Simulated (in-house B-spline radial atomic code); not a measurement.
# Ga⁶⁺: excited configurations

How much energy does it take to promote electrons of Ga⁶⁺ to other shells? Each configuration is solved by itself and compared with the reference.

Program: in-house B-spline radial atomic code version 1. Level of theory: Dirac-Hartree-Fock, average of configuration, Fermi nucleus, basis-set limit. These are calculated values, not measurements, unless marked.

### 1 The system

| Quantity | Value |
| --- | --- |
| element | gallium (Z = 31) |
| charge | +6 |
| electrons | 25 |
| configuration | [Ar] 3d7 |
| Hamiltonian | Dirac-Coulomb |
| nucleus | Fermi, rms radius 3.997 fm |

The outer shells:

[Ar] 3d7
```
[Ar] core
3d [↑↓][↑↓][↑ ][↑ ][↑ ]
```

The boxes draw the filling by Hund's rule, which heavy ions in jj coupling don't follow; these runs average over all states of the configuration.

Settings of the run:

```ini
Z = 31
electrons = 25.0
configuration = [Ar] 3d7
hamiltonian = dirac
method = hf
spin_polarised = False
nucleus = fermi
rms_radius = 3.9973
mass_number = 69
atomic_mass = 68.925573528
speed_of_light = 137.035999084
```

The reference is known from an earlier run: -1931.039305 hartree in all. Up to eight levels, counted from the top:

| orbital | occupation | energy (eV) | <r> (bohr) |
| --- | --- | --- | --- |
| 2s1/2 | 2 | -1463.90 | 0.2166 |
| 2p1/2 | 2 | -1304.26 | 0.1881 |
| 2p3/2 | 4 | -1276.30 | 0.1915 |
| 3s1/2 | 2 | -291.91 | 0.6329 |
| 3p1/2 | 2 | -237.15 | 0.6446 |
| 3p3/2 | 4 | -233.01 | 0.6530 |
| 3d3/2 | 2.8 | -145.52 | 0.6733 |
| 3d5/2 | 4.2 | -144.92 | 0.6763 |

### 2 Run with [Ne] 3s2 3p4 3d7 5f2

The settings differ from step 1 so:

```diff
@@ -2,3 +2,3 @@
 electrons = 25.0
-configuration = [Ar] 3d7
+configuration = [Ne] 3s2 3p4 3d7 5f2
 hamiltonian = dirac
```

Results of the run (chosen fields of its result record, rounded):

```text
{
  "status": "converged",
  "iterations": 9,
  "energy [hartree]": {"total": -1915.31191945, "kinetic": 1954.76025275, "nuclear": -4480.1271093, "coulomb": 675.081061806, "exact_exchange": -65.0261247077},
  "breit [hartree]": {"gaunt": 0.9252276, "retardation": -0.08468159, "frequency_dependence": -0.003139944},
  "qed [hartree]": {"self_energy": 0.6286783, "uehling": -0.05896108, "wichmann_kroll": 0.0005034635},
  "recoil [hartree]": 0.01146758,
  "total_with_corrections [hartree]": -1913.89282515,
  "orbitals [hartree, bohr; first row names the columns]": [
    ["name", "occ", "eps", "<r>"],
    ["1s1/2", 2.0, -390.70388, 0.048568],
    ["2s1/2", 2.0, -55.864716, 0.21628],
    ["2p1/2", 2.0, -50.017125, 0.18807],
    ["2p3/2", 4.0, -48.985902, 0.1915],
    ["3s1/2", 2.0, -12.191218, 0.61996],
    ["3p1/2", 1.3333, -10.369525, 0.62451],
    ["3p3/2", 2.6667, -10.210921, 0.63203],
    ["3d3/2", 2.8, -6.9446557, 0.62961],
    ["3d5/2", 4.2, -6.92093, 0.63201],
    ["5f5/2", 0.85714, -1.0956974, 3.9351],
    ["5f7/2", 1.1429, -1.0956992, 3.9352]
  ],
  "sum_r [bohr^k]": {"-1": 144.5206, "1": 17.71745, "2": 41.87626},
  "energy_minus_base [hartree]": 15.7273854,
  "energy_minus_base_with_corrections [hartree]": 15.7165635
}
```

Run time: 1.1 s. Hardware: 1 thread, shared host.

energy_minus_base is the energy less that of the reference run.

### 3 Run with [Ne] 3s2 3p5 3d6 4f1 5g1

The settings differ from step 2 so:

```diff
@@ -2,3 +2,3 @@
 electrons = 25.0
-configuration = [Ne] 3s2 3p4 3d7 5f2
+configuration = [Ne] 3s2 3p5 3d6 4f1 5g1
 hamiltonian = dirac
```

From the record:

```text
{
  "status": "converged",
  "iterations": 9,
  "energy [hartree]": {"total": -1919.26314671, "kinetic": 1958.87352048, "nuclear": -4492.22983251, "coulomb": 679.71436371, "exact_exchange": -65.6211983957},
  "breit [hartree]": {"gaunt": 0.9317384, "retardation": -0.08569816, "frequency_dependence": -0.003204213},
  "qed [hartree]": {"self_energy": 0.6287453, "uehling": -0.05895257, "wichmann_kroll": 0.0005033969},
  "recoil [hartree]": 0.01149826,
  "total_with_corrections [hartree]": -1917.83851634,
  "orbitals [hartree, bohr; first row names the columns]": [
    ["name", "occ", "eps", "<r>"],
    ["1s1/2", 2.0, -390.35754, 0.048576],
    ["2s1/2", 2.0, -55.690949, 0.21637],
    ["2p1/2", 2.0, -49.83123, 0.1881],
    ["2p3/2", 4.0, -48.801808, 0.19153],
    ["3s1/2", 2.0, -12.111954, 0.61909],
    ["3p1/2", 1.6667, -10.173788, 0.62447],
    ["3p3/2", 3.3333, -10.013839, 0.63204],
    ["3d3/2", 2.4, -6.8254208, 0.62804],
    ["3d5/2", 3.6, -6.8014222, 0.63046],
    ["4f5/2", 0.42857, -1.7830105, 2.1518],
    ["4f7/2", 0.57143, -1.7830438, 2.1518],
    ["5g7/2", 0.44444, -0.99447474, 3.8195],
    ["5g9/2", 0.55556, -0.99444814, 3.8197]
  ],
  "sum_r [bohr^k]": {"-1": 144.911, "1": 15.80633, "2": 27.60021},
  "energy_minus_base [hartree]": 11.7761582,
  "energy_minus_base_with_corrections [hartree]": 11.7708723
}
```

Run time: 1.3 s. Hardware: 1 thread, shared host.

### 4 [Ne] 3s2 3p4 3d8 4d1

The settings differ from step 3 so:

```diff
@@ -2,3 +2,3 @@
 electrons = 25.0
-configuration = [Ne] 3s2 3p5 3d6 4f1 5g1
+configuration = [Ne] 3s2 3p4 3d8 4d1
 hamiltonian = dirac
```

From the record:

```text
{
  "status": "converged",
  "iterations": 9,
  "energy [hartree]": {"total": -1921.34906552, "kinetic": 1960.74816877, "nuclear": -4519.0286806, "coulomb": 703.518907545, "exact_exchange": -66.5874612298},
  "breit [hartree]": {"gaunt": 0.9260292, "retardation": -0.08480666, "frequency_dependence": -0.003130874},
  "qed [hartree]": {"self_energy": 0.6283464, "uehling": -0.05893437, "wichmann_kroll": 0.0005032354},
  "recoil [hartree]": 0.01146925,
  "total_with_corrections [hartree]": -1919.9295893,
  "orbitals [hartree, bohr; first row names the columns]": [
    ["name", "occ", "eps", "<r>"],
    ["1s1/2", 2.0, -389.42785, 0.048567],
    ["2s1/2", 2.0, -54.573121, 0.2164],
    ["2p1/2", 2.0, -48.726518, 0.18819],
    ["2p3/2", 4.0, -47.695584, 0.19162],
    ["3s1/2", 2.0, -11.139399, 0.6277],
    ["3p1/2", 1.3333, -9.3354082, 0.63487],
    ["3p3/2", 2.6667, -9.1819671, 0.64278],
    ["3d3/2", 3.2, -5.8638936, 0.65264],
    ["3d5/2", 4.8, -5.8414008, 0.65531],
    ["4d3/2", 0.4, -2.1677157, 2.0485],
    ["4d5/2", 0.6, -2.1646428, 2.052]
  ],
  "sum_r [bohr^k]": {"-1": 145.7755, "1": 12.77328, "2": 12.0772},
  "energy_minus_base [hartree]": 9.69023936,
  "energy_minus_base_with_corrections [hartree]": 9.67979935
}
```

Run time: 0.84 s. Hardware: 1 thread, shared host.

### 5 [Ne] 3s2 3p5 3d6 4p1 5s1

The settings differ from step 4 so:

```diff
@@ -2,3 +2,3 @@
 electrons = 25.0
-configuration = [Ne] 3s2 3p4 3d8 4d1
+configuration = [Ne] 3s2 3p5 3d6 4p1 5s1
 hamiltonian = dirac
```

From the record:

```text
{
  "status": "converged",
  "iterations": 9,
  "energy [hartree]": {"total": -1921.58456831, "kinetic": 1961.24870624, "nuclear": -4503.50968672, "coulomb": 686.417075651, "exact_exchange": -65.7406634948},
  "breit [hartree]": {"gaunt": 0.9334915, "retardation": -0.08596933, "frequency_dependence": -0.003211975},
  "qed [hartree]": {"self_energy": 0.6290147, "uehling": -0.05897367, "wichmann_kroll": 0.0005035771},
  "recoil [hartree]": 0.01150736,
  "total_with_corrections [hartree]": -1920.15820615,
  "orbitals [hartree, bohr; first row names the columns]": [
    ["name", "occ", "eps", "<r>"],
    ["1s1/2", 2.0, -390.01036, 0.048577],
    ["2s1/2", 2.0, -55.384948, 0.21641],
    ["2p1/2", 2.0, -49.518984, 0.18814],
    ["2p3/2", 4.0, -48.490165, 0.19157],
    ["3s1/2", 2.0, -11.860858, 0.6199],
    ["3p1/2", 1.6667, -9.9215039, 0.62555],
    ["3p3/2", 3.3333, -9.7623049, 0.63319],
    ["3d3/2", 2.4, -6.5650384, 0.63154],
    ["3d5/2", 3.6, -6.5412559, 0.63398],
    ["4p1/2", 0.33333, -3.209328, 1.6295],
    ["4p3/2", 0.66667, -3.1823303, 1.6437],
    ["5s1/2", 1.0, -1.8244055, 2.9192]
  ],
  "sum_r [bohr^k]": {"-1": 145.2748, "1": 14.42173, "2": 18.97634},
  "energy_minus_base [hartree]": 9.45473656,
  "energy_minus_base_with_corrections [hartree]": 9.45118251
}
```

Wall time 0.89 s (1 thread, shared host).

### 6 The excitation energies

| net move | configuration | energy above the reference (eV) | with Breit, QED, recoil (eV) | largest <r> (bohr) |
| --- | --- | --- | --- | --- |
| 3d, 3p → 4p, 5s | [Ne] 3s2 3p5 3d6 4p1 5s1 | 257.28 | 257.18 | 2.92 |
| 2×3p → 3d, 4d | [Ne] 3s2 3p4 3d8 4d1 | 263.68 | 263.40 | 2.05 |
| 3d, 3p → 4f, 5g | [Ne] 3s2 3p5 3d6 4f1 5g1 | 320.45 | 320.30 | 3.82 |
| 2×3p → 2×5f | [Ne] 3s2 3p4 3d7 5f2 | 427.96 | 427.67 | 3.94 |

What this shows: The lowest of them is 3d, 3p → 4p, 5s at 257.28 eV and the highest 2×3p → 2×5f at 427.96 eV. 4 of them lie more than 2 % above the ionisation threshold that Koopmans' theorem gives (144.92 eV), where such states can decay by emitting an electron. Two partly filled shells share a symmetry and can mix in the average, which may lower the energy, for: 3d, 3p → 4p, 5s; 2×3p → 3d, 4d. These are averages over configurations, without correlation, not spectroscopic levels.
